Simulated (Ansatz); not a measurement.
# Li2TaO2: the cost of one run

Program: Ansatz 0.2.0. Level of theory: DFT PBE, scalar-relativistic, plane waves, PAW. These are calculated values, not measurements.

### 1 The system as given

Symmetry: P-3m1, No. 164, trigonal system. The conventional cell has a = 3.589 Å, b = 3.589 Å, c = 6.119 Å, α = 90.00°, β = 90.00°, γ = 120.00°. Li (site symmetry 3m) is surrounded by 4 O at 2.21 to 2.24 Å and 3 Li at 2.54 Å. Ta (site symmetry -3m) is surrounded by 6 O at 2.59 Å. O (site symmetry 3m) has 4 Li at 2.21 to 2.24 Å and 3 Ta at 2.59 Å as nearest neighbours.

Coordinates:

```
CELL_PARAMETERS angstrom
3.58948 0.00000 0.00000
-1.79474 3.10858 0.00000
0.00000 0.00000 6.11894
ATOMIC_POSITIONS crystal
Li 0.66667 0.33333 0.38048
Li 0.33333 0.66667 0.61952
Ta 0.00000 0.00000 0.00000
O 0.66667 0.33333 0.74609
O 0.33333 0.66667 0.25391
```

The cell is invented: species swapped into a database cell of YbMn2Sb2 (P-3m1, No. 164), with Ta on the Yb sites, Li on the Mn sites and O on the Sb sites. Its size is a rough estimate.

### 2 A first look at the guess

input.yaml

```yaml
crystal:
  lattice:
    - [3.5894798, 0.0, 0.0]
    - [-1.7947399, 3.1085807, 0.0]
    - [0.0, 0.0, 6.11893869]
  atoms:
    - { symbol: Li, position: [0.66666667, 0.33333333, 0.38047501] }
    - { symbol: Li, position: [0.33333333, 0.66666667, 0.61952499] }
    - { symbol: Ta, position: [0.0, 0.0, 0.0] }
    - { symbol: O, position: [0.66666667, 0.33333333, 0.74609101] }
    - { symbol: O, position: [0.33333333, 0.66666667, 0.25390899] }
basis:
  ecutwfc: 420
kpoints:
  mp_grid: { grid: [6, 6, 4] }
hamiltonian:
  xc: pbe
scf:
  occupations: { method: gaussian, width: 0.1 }
  lower_state_search: "off"
output:
  forces: true
  stress: true
  eigenvalues: true
```

The run is started by

```console
ansatz run input.yaml --threads 1 --pin off --max-ram 2560MiB --backend cpu --events-out ev --progress --plain --runs-dir out
```

What time and memory should one allow on 1 thread of Arm Neoverse V2, shared host?

About 1.7 s, with a peak of 0.33 GiB.
